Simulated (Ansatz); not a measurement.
# MoSi (triplet): from Hartree-Fock to the top rungs, def2-TZVPP

The task here is to estimate one member of a computed series from the others.

Method: def2-TZVPP, core rule «outside noble gas», up to 9 orbitals frozen; program: Ansatz 0.2.0, Gaussian basis.

Plan: UHF; ROHF; CCSD(T) on UHF.

2 further runs of the same task are left out: 2 set aside as unsound or not needed.

## What is computed

The geometry is a PBE0/def2-TZVP stationary point (not a proven minimum). No spin-orbit coupling is included. Elements past krypton take def2 core potentials.

2 atoms, charge 0, spin multiplicity 3.

Atoms are counted from 1 here; the program's logs count them from 0.

Bond lengths: Mo1–Si2 2.214 Å.

Set-up of the first run:

The input, in.yaml:

```yaml
crystal:
  periodic: [false, false, false]
  atoms:
    - {symbol: Mo, position_ang: [0.000000, 0.000000, 0.000000]}
    - {symbol: Si, position_ang: [0.000000, 0.000000, 2.214400]}
basis:
  gaussian: {orbitals: def2-TZVPP}
magnetization: {spin_polarized: true, initial_magnetization: 2}
hamiltonian: {xc: hf}
output: {orbitals: {seedname: orbitals}}
```

Launch:

```bash
> ansatz run in.yaml --threads 1 --pin off --events-out ev --progress --plain --max-ram 4096MiB --backend cpu
```

Among the steps run: UHF; ROHF; CCSD(T) on UHF.

One table of the session follows, with a row left open; its other results are not shown here.

| method | from UCCSD(T) (kJ/mol) |
| --- | --- |
| ROHF | +912.3 |
| UHF | ? |
| UMP2 | +139.7 |
| UCCSD | +45.6 |
| UCCSD(T) | 0 |

**Question.** Estimate the row for UHF.

The run gave: from UCCSD(T) (kJ/mol): +632.4. In the column «from UCCSD(T) (kJ/mol)» it lies between UMP2 (+139.7) and ROHF (+912.3).

To keep in mind: The determinant is far from a pure spin state, so its energy mixes those of several spin states (harmless only where they are near-degenerate, as at dissociation).
